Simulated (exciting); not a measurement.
## Si: relaxation of the atoms with PBEsol

Crystal: Si.

```
Si
1.0
     2.60606    0.00816    0.01811
    -1.29596    2.29203   -0.00172
     0.01705    0.00797    2.45144
Si
1
Direct
  0.07397 0.03431 0.01844
```

This isn't the form of Si at room conditions, which is diamond.

```json
{
 "Program": "exciting (release sodium)",
 "Task": "relaxation of the atoms",
 "Functional": "PBEsol",
 "Potentials or basis": "all-electron LAPW+lo, shipped species files, valence relativity iora*",
 "rgkmax": "7.5",
 "k mesh": "12 × 12 × 11",
 "Occupations": "fermi-dirac, width 0.1 eV",
 "Spin": "no spin polarisation",
 "outputlevel": "normal",
 "gmaxvr (cutoff of density and potential)": "14 1/bohr",
 "lmaxapw (and lmaxmat)": "10",
 "lmaxvr": "8",
 "nempty": "8",
 "Valence relativity": "iora*",
 "epsengy": "1e-05 Ha",
 "epspot": "1e-05 Ha",
 "maxscl": "60",
 "Muffin-tin radii": "Si 2.0 bohr"
}
```

```json
{"Band gap on the k mesh": "none (metal or under the smearing width)", "All electrons inside the program's atomic spheres": "Si 11.72 (radii Si 2.0 bohr)", "Density of states at the Fermi level": "0.38 states/eV per cell"}
```

Levels at points of the mesh, in eV from the Fermi level:
| k point | band 1 | band 2 | band 3 | band 4 | band 5 | band 6 | band 7 |
| --- | --- | --- | --- | --- | --- | --- | --- |
| (0.00, 0.00, 0.00) | -14.12 | 7.65 | 8.29 | 9.98 | 10.40 | 11.89 | 12.52 |
| (0.50, 0.00, 0.00) | -7.64 | -6.81 | 4.98 | 6.43 | 13.11 | 15.37 | 17.14 |
| (0.00, 0.50, 0.00) | -7.84 | -6.87 | 5.40 | 6.70 | 12.97 | 15.38 | 17.00 |
| (0.50, 0.50, 0.00) | -7.54 | -6.77 | 4.77 | 6.29 | 13.21 | 15.42 | 17.16 |

Run time: 2.4 min on 1 thread of Arm Neoverse V2, with other jobs on the host, peak memory 0.1 GiB.

Caveat: the log's total energy holds no entropy term; the free energy is that total less TS from the occupations.
